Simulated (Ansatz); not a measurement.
**BF₂H₃Si: a ladder of functionals and wavefunction methods**

An exercise on one series of results from a longer session: the logs are not shown, and one member is left open.

Program: Ansatz 0.2.0, Gaussian basis. Level of theory: functionals in def2-TZVPP, the program's frozen cores in correlated methods. These are calculated values, not measurements.

Levels to be run: LDA (SPW92), PBE-D4, revPBE-D4, BLYP-D4, r2SCAN-D4, B97M-V, PBE0-D4, B3LYP-D4, r2SCANh-D4, r2SCAN0-D4, HSE06-D4, BHLYP-D4, CAM-B3LYP-D4, LC-ωPBE, ωB97X-V, ωB97M-V, B2PLYP, PBE-QIDH; CCSD(T)/def2-SVP; CCSD(T)/def2-TZVPP; MP2/def2-QZVPP; extrapolation to the limit; RPA on PBE.

**Structure used throughout**

The geometry comes from an earlier relaxation with PBE0-D4 in a triple-zeta def2 set; it is a stationary point, not always the lowest conformer.

SMILES `FB(F)[SiH3]`, 7 atoms, charge 0, spin multiplicity 1.

Atoms are counted from 1 here; the program's logs count them from 0.

Bond lengths: F1–B2 1.319 Å, B2–F3 1.320 Å, B2–Si4 2.035 Å, Si4–H5 1.484 Å, Si4–H6 1.488 Å, Si4–H7 1.486 Å. Angles: F1–B2–F3 116.2°, F1–B2–Si4 122.6°, F3–B2–Si4 121.2°, B2–Si4–H5 111.0°, B2–Si4–H6 108.5°, B2–Si4–H7 109.7°, H5–Si4–H6 109.2°, H5–Si4–H7 109.8°, H6–Si4–H7 108.6°.

Set-up of the first run:

in.yaml reads:

```yaml
crystal:
  periodic: [false, false, false]
  atoms:
    - {symbol: F, position_ang: [1.870547, -0.649796, 0.966167]}
    - {symbol: B, position_ang: [0.619315, -0.824626, 0.587099]}
    - {symbol: F, position_ang: [0.059884, -1.969545, 0.930821]}
    - {symbol: Si, position_ang: [-0.418448, 0.585919, -0.449207]}
    - {symbol: H, position_ang: [0.487371, 1.645908, -0.958565]}
    - {symbol: H, position_ang: [-1.423165, 1.196174, 0.462639]}
    - {symbol: H, position_ang: [-1.134205, -0.052034, -1.584555]}
basis:
  gaussian: {orbitals: def2-TZVPP}
hamiltonian: {xc: lda}
output: {orbitals: {seedname: orbitals}}
```

Command:

```bash
> ansatz run in.yaml --threads 4 --pin off --events-out ev --progress --plain --max-ram 10444MiB
```

Among the steps run: LDA; PBE-D4 (GGA); revPBE-D4 (GGA); BLYP-D4 (GGA); r2SCAN-D4 (meta-GGA); B97M-V (meta-GGA); PBE0-D4 (hybrid); B3LYP-D4 (hybrid); r2SCANh-D4 (hybrid); r2SCAN0-D4 (hybrid); HSE06-D4 (hybrid); BHLYP-D4 (hybrid); CAM-B3LYP-D4 (range-separated); LC-ωPBE (range-separated); ωB97X-V (range-separated); ωB97M-V (range-separated); B2PLYP (double hybrid); PBE-QIDH (double hybrid).

One table of the session follows, with a row left open; its other results are not shown here.

It belongs to the step «Orbital energies across the functionals». 

```
  functional  HOMO (eV)  gap (eV)
 LDA (SPW92)      -7.87      5.49
      PBE-D4      -7.74      5.63
   revPBE-D4      -7.69      5.68
     BLYP-D4      -7.65      5.68
   r2SCAN-D4      -8.06      6.22
      B97M-V      -8.16      6.18
     PBE0-D4      -9.13      7.97
    B3LYP-D4      -8.92      7.54
  r2SCANh-D4      -8.57      7.07
  r2SCAN0-D4      -9.33      8.33
    HSE06-D4      -8.72      7.18
    BHLYP-D4          ?         ?
CAM-B3LYP-D4     -10.55     10.52
     LC-ωPBE     -11.88     13.06
     ωB97X-V     -11.53     12.61
     ωB97M-V     -11.32     12.17
```

Estimate the missing values for BHLYP-D4.

Worked estimate for «HOMO (eV)». Against the share of exact exchange, BLYP-D4 (0, -7.65), B3LYP-D4 (0.2, -8.92) give a slope of -6.35 per unit share; at 0.5 the line stands at -10.82.

The run gave: HOMO (eV): -10.45; gap (eV): 10.30. In «HOMO (eV)» the line misses by -0.37.
